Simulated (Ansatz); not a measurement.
# H6InNOSn: the cost of one run

The runs use Ansatz 0.2.0, Gaussian basis; RKS PBE0-D4/def2-TZVP.

The runs, in order: relaxation at PBE0-D4/def2-TZVP; harmonic vibrations at the same level; a single point in def2-TZVPP for the fields.

## Step 1: The starting structure

SMILES `[NH2][InH][SnH2][OH]`, 10 atoms, charge 0, spin multiplicity 1.

Atoms are counted from 1 here; the program's logs count them from 0.

Bond lengths: N1–In2 2.044 Å, N1–H5 1.015 Å, N1–H6 1.016 Å, In2–Sn3 2.809 Å, In2–H7 1.774 Å, Sn3–O4 1.987 Å, Sn3–H8 1.772 Å, Sn3–H9 1.729 Å, O4–H10 0.955 Å. Angles: In2–N1–H5 116.0°, In2–N1–H6 114.7°, H5–N1–H6 107.0°, N1–In2–Sn3 115.4°, N1–In2–H7 121.2°, Sn3–In2–H7 122.6°, In2–Sn3–O4 111.3°, In2–Sn3–H8 117.7°, In2–Sn3–H9 120.6°, O4–Sn3–H8 104.8°, O4–Sn3–H9 97.7°, H8–Sn3–H9 102.0°, Sn3–O4–H10 117.9°.

Geometry (Å):

```mol
H6InNOSn
  3D, bonds by distance, orders not assigned

 10  9  0  0  0  0  0  0  0  0999 V2000
   -2.1543    1.5370   -0.6378 N   0  0
   -0.2494    0.8566   -0.9343 In  0  0
    0.6705   -1.0099    0.9520 Sn  0  0
    2.6524   -1.1423    0.9275 O   0  0
   -2.6080    1.9554   -1.4434 H   0  0
   -2.7977    0.8481   -0.2599 H   0  0
    0.8201    1.6131   -2.1302 H   0  0
    0.1042   -2.6815    0.7984 H   0  0
    0.4793   -0.7184    2.6452 H   0  0
    3.0829   -1.2581    0.0826 H   0  0
  1  2  8  0
  2  3  8  0
  3  4  8  0
  1  5  8  0
  1  6  8  0
  2  7  8  0
  3  8  8  0
  3  9  8  0
  4 10  8  0
M  END
```

The start is a GFN2-xTB geometry. In, Sn take the def2 core potential; no spin-orbit term is included.

## Step 2: Optimising with PBE0-D4/def2-TZVP

Input file in.yaml:

```yaml
crystal:
  periodic: [false, false, false]
  atoms:
    - {symbol: N, position_ang: [-2.154320, 1.537000, -0.637800]}
    - {symbol: In, position_ang: [-0.249390, 0.856580, -0.934310]}
    - {symbol: Sn, position_ang: [0.670490, -1.009890, 0.951960]}
    - {symbol: O, position_ang: [2.652450, -1.142320, 0.927520]}
    - {symbol: H, position_ang: [-2.608040, 1.955450, -1.443430]}
    - {symbol: H, position_ang: [-2.797670, 0.848080, -0.259870]}
    - {symbol: H, position_ang: [0.820070, 1.613060, -2.130200]}
    - {symbol: H, position_ang: [0.104200, -2.681540, 0.798350]}
    - {symbol: H, position_ang: [0.479330, -0.718360, 2.645170]}
    - {symbol: H, position_ang: [3.082890, -1.258070, 0.082620]}
basis:
  gaussian: {orbitals: def2-TZVP}
hamiltonian: {xc: pbe0, dispersion: d4}
relax: {f_tol: 0.005, max_steps: 150}
```

Started as:

```bash
> ansatz run in.yaml --threads 4 --pin off --events-out ev --progress --plain --max-ram 10444MiB
```

Q: Estimate wall time and peak memory on 4 threads of Arm Neoverse V1, shared host.

About 2.2 min, with a peak of 0.56 GiB.
